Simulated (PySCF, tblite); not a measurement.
# CH₇FGe₂: geometry, NMR shifts and spin-spin couplings

Wanted: the NMR shifts and spin-spin couplings of CH₇FGe₂ (`F[CH2][GeH2][GeH3]`), by calculation.

Computed with tblite 0.8.0 and PySCF 2.14.0, with density-fitted response routines of our own, on a single molecule in the gas phase. Atoms are numbered from 0 throughout.

## 1. The molecule as given

11 atoms, charge 0, multiplicity 1; geometry from: force field or distance geometry start.

Bonds of the start (Å): F0–C1 1.38, C1–Ge2 1.94, Ge2–Ge3 2.40, C1–H4 1.13, C1–H5 1.11, Ge2–H6 1.54, Ge2–H7 1.56, Ge3–H8 1.54, Ge3–H9 1.56, Ge3–H10 1.54.

## 2. Geometry optimisation with GFN2-xTB, one coordinate held

Job settings and geometry (Å):

```
{"job": {"kind": "relax", "xc": "GFN2-xTB", "basis": "xTB"}, "charge": 0, "multiplicity": 1}
F     -1.697100    -1.559700     0.059500
C     -1.587700    -0.334400     0.691000
Ge    -0.348000     0.791800    -0.291300
Ge    -0.474100     0.242000    -2.626600
H     -1.189600    -0.499500     1.732800
H     -2.581300     0.150700     0.755000
H      1.088000     0.573500     0.216200
H     -0.748200     2.285600    -0.095700
H     -1.915800     0.451100    -3.125700
H     -0.083400    -1.253700    -2.802700
H      0.498700     1.135000    -3.418200
```

The run is started by

```bash
> OMP_NUM_THREADS=1 python probes_run.py task.json out
```

This one command runs all jobs of the session in turn.

**Question.** This job is followed by: GIAO PBE0/pcSseg-1 NMR shielding, non-relativistic, gas phase; B3LYP/pcJ-1 Ge:pcSseg-1 indirect spin-spin coupling, non-relativistic, gas phase. Predict these results of the whole session: 13C shifts against TMS (PBE0/pcSseg-1); 1H shifts against TMS (PBE0/pcSseg-1); 19F shifts against CFCl3 (PBE0/pcSseg-1); 73Ge shifts against GeMe4 (PBE0/pcSseg-1); largest coupling of the table (B3LYP/pcSseg-1+pcJ-1).

**Answer**, as computed:

| quantity | value |
| --- | --- |
| 13C shifts against TMS (PBE0/pcSseg-1) | 80.0 ppm |
| 1H shifts against TMS (PBE0/pcSseg-1) | 5.41, 5.18, 4.07, 3.94, 3.33, 3.29, 3.18 ppm |
| 19F shifts against CFCl3 (PBE0/pcSseg-1) | -281.5 ppm |
| 73Ge shifts against GeMe4 (PBE0/pcSseg-1) | -233, -359 ppm |
| largest coupling of the table (B3LYP/pcSseg-1+pcJ-1) | 1J(F,C) F0–C1, -223.4 Hz |

The optimisation took 48 steps and gained 0.215 eV; among the close pairs (by a distance rule), Ge3–H9 changed most, from 1.556 to 1.493 Å. Shifts at one fixed geometry are not the observed spectrum, which averages over the motion. The geometry holds a dihedral fixed, so it need not be a minimum. At PBE0/pcSseg-1: The largest span, 218 ppm, is at Ge2, where the paramagnetic term is -1192 ppm. In the run at B3LYP/pcSseg-1+pcJ-1, the largest coupling of the table is F0–C1, -223.4 Hz, of which the Fermi-contact term gives -288.0 Hz. Spin-orbit coupling is left out, which matters for shieldings and couplings at and beside the heavy atoms.
